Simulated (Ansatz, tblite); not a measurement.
# Ge24H30 hole sphere (Ge₂₄H₃₀): charged states by level of theory

Aim: the energy of removing and adding an electron for Ge24H30 hole sphere (Ge₂₄H₃₀), by energy differences, and how well orbital energies stand in for it.

Program: Ansatz 0.2.0, Gaussian basis. Level of theory: as each input shows. These are calculated values, not measurements.

Levels to be run: charge +1 doublet, at the geometry of the singlet (PBE0-D4/def2-SVP, PBE-D4/def2-SVP); charge -1 doublet, at the geometry of the singlet (PBE0-D4/def2-SVP, PBE-D4/def2-SVP); the starting singlet's energies come from earlier runs.

1 further run of the same task is left out (set aside as unsound or not needed).

## (1) The structure

The geometry is that of the singlet, from an earlier relaxation (PBE-D4/def2-SVP).

54 atoms, charge 0, spin multiplicity 1.

Atoms are counted from 1 here; the program's logs count them from 0.

Bond lengths: Ge1–Ge2 2.457 Å, Ge1–Ge5 2.450 Å, Ge1–H25 1.557 Å, Ge1–H26 1.557 Å, Ge2–Ge7 2.449 Å, Ge2–H27 1.557 Å, Ge2–H28 1.557 Å, Ge3–Ge4 2.448 Å, Ge3–Ge5 2.465 Å, Ge3–Ge14 2.448 Å, Ge3–H29 1.562 Å, Ge4–Ge9 2.448 Å, Ge4–H30 1.557 Å, Ge4–H31 1.558 Å, Ge5–Ge6 2.453 Å, Ge5–Ge15 2.453 Å, Ge6–Ge8 2.466 Å, Ge6–Ge10 2.453 Å and more. Angles: Ge2–Ge1–Ge5 110.9°, Ge2–Ge1–H25 109.9°, Ge2–Ge1–H26 109.9°, Ge5–Ge1–H25 109.2°, Ge5–Ge1–H26 109.3°, H25–Ge1–H26 107.7°, Ge1–Ge2–Ge7 109.6°, Ge1–Ge2–H27 109.8°, Ge1–Ge2–H28 109.9°, Ge7–Ge2–H27 109.8°, Ge7–Ge2–H28 109.8°, H27–Ge2–H28 107.8°, Ge4–Ge3–Ge5 109.7°, Ge4–Ge3–Ge14 109.9°, Ge4–Ge3–H29 109.6°, Ge5–Ge3–Ge14 109.7°, Ge5–Ge3–H29 108.4°, Ge14–Ge3–H29 109.6° and more.

## (2) Charge +1 doublet at the fixed geometry, PBE0-D4/def2-SVP

The input, in.yaml:

```yaml
crystal:
  periodic: [false, false, false]
  atoms:
    - {symbol: Ge, position_ang: [-0.002444, -4.608956, 0.058141]}
    - {symbol: Ge, position_ang: [0.001031, -4.625441, 2.515505]}
    - {symbol: Ge, position_ang: [-0.000134, -2.300523, -3.266639]}
    - {symbol: Ge, position_ang: [-2.004389, -1.157476, -4.084766]}
    - {symbol: Ge, position_ang: [-0.000103, -2.314141, -0.801328]}
    - {symbol: Ge, position_ang: [-1.973488, -1.139564, 0.061818]}
    - {symbol: Ge, position_ang: [0.002511, -2.324822, 3.354366]}
    - {symbol: Ge, position_ang: [-1.979574, -1.144450, 2.528109]}
    - {symbol: Ge, position_ang: [-1.994657, 1.149363, -3.265114]}
    - {symbol: Ge, position_ang: [-2.003843, 1.157223, -0.799865]}
    - {symbol: Ge, position_ang: [-3.989964, 2.306006, 0.060547]}
    - {symbol: Ge, position_ang: [-2.011138, 1.162087, 3.355235]}
    - {symbol: Ge, position_ang: [-4.005773, 2.309483, 2.517873]}
    - {symbol: Ge, position_ang: [2.002913, -1.155978, -4.085781]}
    - {symbol: Ge, position_ang: [1.974780, -1.140601, 0.059706]}
    - {symbol: Ge, position_ang: [1.983452, -1.143973, 2.525962]}
    - {symbol: Ge, position_ang: [1.990661, 1.151261, -3.267521]}
    - {symbol: Ge, position_ang: [-0.003104, 2.312709, -4.085726]}
    - {symbol: Ge, position_ang: [2.004457, 1.156238, -0.802169]}
    - {symbol: Ge, position_ang: [0.001016, 2.279191, 0.060234]}
    - {symbol: Ge, position_ang: [2.014714, 1.162563, 3.353171]}
    - {symbol: Ge, position_ang: [0.001219, 2.288398, 2.526528]}
    - {symbol: Ge, position_ang: [3.989902, 2.307578, 0.056457]}
    - {symbol: Ge, position_ang: [4.006875, 2.312818, 2.513774]}
    - {symbol: H, position_ang: [-1.262061, -5.353807, -0.474241]}
    - {symbol: H, position_ang: [1.251966, -5.359459, -0.478510]}
    - {symbol: H, position_ang: [-1.256891, -5.377876, 3.040783]}
    - {symbol: H, position_ang: [1.259526, -5.379214, 3.037418]}
    - {symbol: H, position_ang: [0.000378, -3.779519, -3.768694]}
    - {symbol: H, position_ang: [-3.274263, -1.892524, -3.565085]}
    - {symbol: H, position_ang: [-2.041867, -1.177644, -5.641984]}
    - {symbol: H, position_ang: [-3.255356, -1.879144, -0.438099]}
    - {symbol: H, position_ang: [0.003270, -2.300133, 4.915260]}
    - {symbol: H, position_ang: [-3.265200, -1.886969, 3.013852]}
    - {symbol: H, position_ang: [-3.276174, 1.888201, -3.766453]}
    - {symbol: H, position_ang: [-5.266856, 1.594882, -0.476723]}
    - {symbol: H, position_ang: [-4.005545, 3.769550, -0.471071]}
    - {symbol: H, position_ang: [-1.988090, 1.149691, 4.916112]}
    - {symbol: H, position_ang: [-5.285173, 1.591257, 3.039125]}
    - {symbol: H, position_ang: [-4.033721, 3.774445, 3.044605]}
    - {symbol: H, position_ang: [2.040739, -1.179077, -5.642919]}
    - {symbol: H, position_ang: [3.273459, -1.888785, -3.564531]}
    - {symbol: H, position_ang: [3.256008, -1.880972, -0.440607]}
    - {symbol: H, position_ang: [3.269708, -1.886002, 3.010813]}
    - {symbol: H, position_ang: [3.270659, 1.891766, -3.770268]}
    - {symbol: H, position_ang: [-0.003287, 2.354517, -5.642992]}
    - {symbol: H, position_ang: [-0.003327, 3.780057, -3.566254]}
    - {symbol: H, position_ang: [0.001551, 3.758572, -0.441443]}
    - {symbol: H, position_ang: [1.993947, 1.149758, 4.914074]}
    - {symbol: H, position_ang: [0.001514, 3.773221, 3.011744]}
    - {symbol: H, position_ang: [5.267901, 1.598522, -0.480801]}
    - {symbol: H, position_ang: [4.002598, 3.770903, -0.475959]}
    - {symbol: H, position_ang: [5.288297, 1.598403, 3.035263]}
    - {symbol: H, position_ang: [4.031351, 3.778387, 3.039078]}
basis:
  gaussian: {orbitals: def2-SVP, fitting: {mean_field: def2-universal-jkfit}}
total_charge: 1
magnetization: {spin_polarized: true, initial_magnetization: 1}
hamiltonian: {xc: pbe0, dispersion: d4}
scf: {omitted_lower_state_checks: [starts]}
output: {orbitals: {seedname: orbitals}}
```

Launch:

```bash
$ ansatz run in.yaml --threads 11 --pin off --events-out ev --progress --plain --max-ram 174080MiB --backend cuda --devices 0, --max-vram 75GiB
```

Log:

```text
Functional definition: PBE0
  name "PBE0"
  cite "Adamo & Barone, J. Chem. Phys. 110, 6158 (1999) doi:10.1063/1.478522"
  cite "Perdew, Burke & Ernzerhof, Phys. Rev. Lett. 77, 3865 (1996) doi:10.1103/PhysRevLett.77.3865"
  parent pbe
  parameter a = 0.25
  parameter kappa = 0.804
  parameter beta = 0.06672455060314922
  exchange = (1 - a)*pbe_x(kappa = kappa, mu = beta*pi^2/3) + a*exact_x
  correlation = pbe_c(beta = beta)
these checks for a lower state are left out or cut short: starts
6924 factors; integrals over basis functions are off by at most 3.5e-1 eV
mean field evaluation 1: about -1356592.0827 eV, gradient 3.8e1 eV
mean field evaluation 2: about -1356592.3394 eV, gradient 3.5e1 eV
mean field evaluation 4: about -1356594.9994 eV, gradient 3.8e0 eV
mean field evaluation 8: about -1356595.0503 eV, gradient 4.8e-1 eV
mean field evaluation 16: about -1356595.0525 eV, gradient 8.7e-3 eV
mean field evaluation 32: about -1356595.0529 eV, gradient 2.4e-5 eV
mean field -1356595.05294913 eV, -49853.9486627272 hartree, gradient 3.8e-6 eV, S^2 0.752785; 0 other end points of the search recorded, 0 dependent functions left out
reference -1356595.05302826 eV, -49853.9486656352 hartree; 399, 398 occupied and 519, 520 virtual orbitals, 6924 factors
Total energy: -1356598.73234918 eV, -49854.0838781853 hartree
Checks for a lower state left out: starts
```

Wall time 78 s (1 × H100 with 11 threads of AMD EPYC 7R13, shared host); peak host memory 1.8 GiB.

Report: HOMO -9.32 eV, LUMO -8.55 eV (over both spins); ⟨S²⟩ 0.753 (pure: 0.75).

## (3) Charge +1 doublet at the fixed geometry, PBE-D4/def2-SVP

start.molden holds the orbitals of an earlier run on this state, given as this run's starting guess.

in.yaml: that of step 2 with these lines changed.

```diff
@@ -58,6 +58,6 @@
 basis:
-  gaussian: {orbitals: def2-SVP, fitting: {mean_field: def2-universal-jkfit}}
+  gaussian: {orbitals: def2-SVP, fitting: {mean_field: def2-universal-jkfit}, initial_orbitals: start.molden}
 total_charge: 1
 magnetization: {spin_polarized: true, initial_magnetization: 1}
-hamiltonian: {xc: pbe0, dispersion: d4}
+hamiltonian: {xc: pbe, dispersion: d4}
 scf: {omitted_lower_state_checks: [starts]}
```

Same command.

Log:

```text
Functional definition: PBE
  name "PBE"
  cite "Perdew, Burke & Ernzerhof, Phys. Rev. Lett. 77, 3865 (1996) doi:10.1103/PhysRevLett.77.3865"
  parent pbe
  parameter kappa = 0.804
  parameter beta = 0.06672455060314922
  exchange = pbe_x(kappa = kappa, mu = beta*pi^2/3)
  correlation = pbe_c(beta = beta)
these checks for a lower state are left out or cut short: starts
6924 factors; integrals over basis functions are off by at most 3.5e-1 eV
mean field evaluation 1: about -1356557.5675 eV, gradient 1.7e1 eV
mean field evaluation 2: about -1356558.5486 eV, gradient 9.0e-1 eV
mean field evaluation 4: about -1356558.5045 eV, gradient 6.7e-2 eV
mean field evaluation 8: about -1356558.5048 eV, gradient 1.2e-4 eV
mean field evaluation 16: about -1356558.5049 eV, gradient 2.8e-2 eV
mean field evaluation 32: about -1356558.5050 eV, gradient 1.0e-5 eV
mean field -1356558.50495770 eV, -49852.6055488152 hartree, gradient 6.0e-6 eV, S^2 0.750601; 0 other end points of the search recorded, 0 dependent functions left out
reference -1356558.50506293 eV, -49852.6055526824 hartree; 399, 398 occupied and 519, 520 virtual orbitals, 6924 factors
Total energy: -1356562.51990848 eV, -49852.7530955351 hartree
Checks for a lower state left out: starts
```

It took 43 s on 1 × H100 with 11 threads of AMD EPYC 7R13, shared host; peak host memory 1.8 GiB.

Report: HOMO -8.43 eV, LUMO -8.49 eV (over both spins; with the spin held, an empty level of the minority spin lies below the top filled one); ⟨S²⟩ 0.751 (pure: 0.75).

## (4) Vertical ionisation energy

Charged state less starting state, singlet to doublet; the starting state's energies are those of its earlier runs.

```
           level  vertical ionisation energy (eV)  time
 PBE-D4/def2-SVP                            +7.21  53 s
PBE0-D4/def2-SVP                            +7.68  92 s
```

Times add the two runs; a level without a time comes out of a correlated run.

Beside −ε(HOMO) of the starting state:

```
           level  −ε(HOMO) (eV)  by difference (eV)  mismatch (eV)
 PBE-D4/def2-SVP           5.79                7.21          -1.42
PBE0-D4/def2-SVP           6.70                7.68          -0.98
```

## (5) Charge -1 doublet at the fixed geometry, PBE0-D4/def2-SVP

in.yaml: that of step 3 with these lines changed.

```diff
@@ -58,6 +58,6 @@
 basis:
-  gaussian: {orbitals: def2-SVP, fitting: {mean_field: def2-universal-jkfit}, initial_orbitals: start.molden}
-total_charge: 1
+  gaussian: {orbitals: def2-SVP, fitting: {mean_field: def2-universal-jkfit}}
+total_charge: -1
 magnetization: {spin_polarized: true, initial_magnetization: 1}
-hamiltonian: {xc: pbe, dispersion: d4}
+hamiltonian: {xc: pbe0, dispersion: d4}
 scf: {omitted_lower_state_checks: [starts]}
```

The command is unchanged.

Log:

```text
Functional definition: PBE0
  name "PBE0"
  cite "Adamo & Barone, J. Chem. Phys. 110, 6158 (1999) doi:10.1063/1.478522"
  cite "Perdew, Burke & Ernzerhof, Phys. Rev. Lett. 77, 3865 (1996) doi:10.1103/PhysRevLett.77.3865"
  parent pbe
  parameter a = 0.25
  parameter kappa = 0.804
  parameter beta = 0.06672455060314922
  exchange = (1 - a)*pbe_x(kappa = kappa, mu = beta*pi^2/3) + a*exact_x
  correlation = pbe_c(beta = beta)
these checks for a lower state are left out or cut short: starts
6924 factors; integrals over basis functions are off by at most 3.5e-1 eV
mean field evaluation 1: about -1356598.5929 eV, gradient 4.4e1 eV
mean field evaluation 2: about -1356593.0822 eV, gradient 5.3e1 eV
mean field evaluation 4: about -1356603.3385 eV, gradient 2.8e0 eV
mean field evaluation 8: about -1356603.3350 eV, gradient 5.6e-1 eV
mean field evaluation 16: about -1356603.3386 eV, gradient 7.1e-3 eV
mean field evaluation 32: about -1356603.3386 eV, gradient 1.2e-5 eV
mean field -1356603.33858773 eV, -49854.2531543298 hartree, gradient 1.2e-5 eV, S^2 0.752228; 0 other end points of the search recorded, 0 dependent functions left out
reference -1356603.33867229 eV, -49854.2531574372 hartree; 400, 399 occupied and 518, 519 virtual orbitals, 6924 factors
Total energy: -1356607.13631134 eV, -49854.3927180980 hartree
Checks for a lower state left out: starts
```

Wall time 34 s (1 × H100 with 11 threads of AMD EPYC 7R13, shared host); peak host memory 1.8 GiB.

Report: HOMO 0.20 eV, LUMO 1.18 eV (over both spins); ⟨S²⟩ 0.752 (pure: 0.75). Doubts: highest occupied level lies above zero.

## (6) Charge -1 doublet at the fixed geometry, PBE-D4/def2-SVP

in.yaml: that of step 5 with these lines changed.

```diff
@@ -58,6 +58,6 @@
 basis:
-  gaussian: {orbitals: def2-SVP, fitting: {mean_field: def2-universal-jkfit}}
+  gaussian: {orbitals: def2-SVP, fitting: {mean_field: def2-universal-jkfit}, initial_orbitals: start.molden}
 total_charge: -1
 magnetization: {spin_polarized: true, initial_magnetization: 1}
-hamiltonian: {xc: pbe0, dispersion: d4}
+hamiltonian: {xc: pbe, dispersion: d4}
 scf: {omitted_lower_state_checks: [starts]}
```

The command is unchanged.

Log:

```text
Functional definition: PBE
  name "PBE"
  cite "Perdew, Burke & Ernzerhof, Phys. Rev. Lett. 77, 3865 (1996) doi:10.1103/PhysRevLett.77.3865"
  parent pbe
  parameter kappa = 0.804
  parameter beta = 0.06672455060314922
  exchange = pbe_x(kappa = kappa, mu = beta*pi^2/3)
  correlation = pbe_c(beta = beta)
these checks for a lower state are left out or cut short: starts
6924 factors; integrals over basis functions are off by at most 3.5e-1 eV
mean field evaluation 1: about -1356565.6083 eV, gradient 1.7e1 eV
mean field evaluation 2: about -1356566.5916 eV, gradient 1.0e0 eV
mean field evaluation 4: about -1356566.5487 eV, gradient 6.5e-2 eV
mean field evaluation 8: about -1356566.5489 eV, gradient 1.6e-5 eV
mean field -1356566.54890686 eV, -49852.9011584948 hartree, gradient 5.2e-6 eV, S^2 0.750768; 0 other end points of the search recorded, 0 dependent functions left out
reference -1356566.54901949 eV, -49852.9011626338 hartree; 400, 399 occupied and 518, 519 virtual orbitals, 6924 factors
Total energy: -1356570.69399275 eV, -49853.0534875915 hartree
Checks for a lower state left out: starts
```

It took 13 s on 1 × H100 with 11 threads of AMD EPYC 7R13, shared host; peak host memory 1.7 GiB.

HOMO 0.38 eV, LUMO 0.52 eV (over both spins); ⟨S²⟩ 0.751 (pure: 0.75). Doubts: highest occupied level lies above zero.

## (7) Vertical electron affinity

Starting state less charged state (positive: the electron is bound), singlet to doublet; the starting state's energies are those of its earlier runs.

```
           level  vertical electron affinity (eV)  time
 PBE-D4/def2-SVP                            +0.97  23 s
PBE0-D4/def2-SVP                            +0.72  48 s
```

Times add the two runs; a level without a time comes out of a correlated run.

Beside −ε(LUMO) of the starting state:

```
           level  −ε(LUMO) (eV)  by difference (eV)  mismatch (eV)
 PBE-D4/def2-SVP           2.18                0.97          +1.21
PBE0-D4/def2-SVP           1.52                0.72          +0.80
```

## (8) Outcome

| quantity | value |
| --- | --- |
| vertical ionisation energy, functionals in def2-SVP | 7.21 (PBE-D4) to 7.68 eV (PBE0-D4) |
| vertical electron affinity, functionals in def2-SVP | 0.72 (PBE0-D4) to 0.97 eV (PBE-D4) |

What this shows: The vertical ionisation energy spans 7.21 to 7.68 eV over the functionals. −ε(HOMO) misses the level's own difference by -0.98 eV at best (PBE0-D4) and -1.42 eV at worst (PBE-D4). The vertical electron affinity spans 0.72 to 0.97 eV over the functionals. −ε(LUMO) misses the level's own difference by +0.80 eV at best (PBE0-D4) and +1.21 eV at worst (PBE-D4).
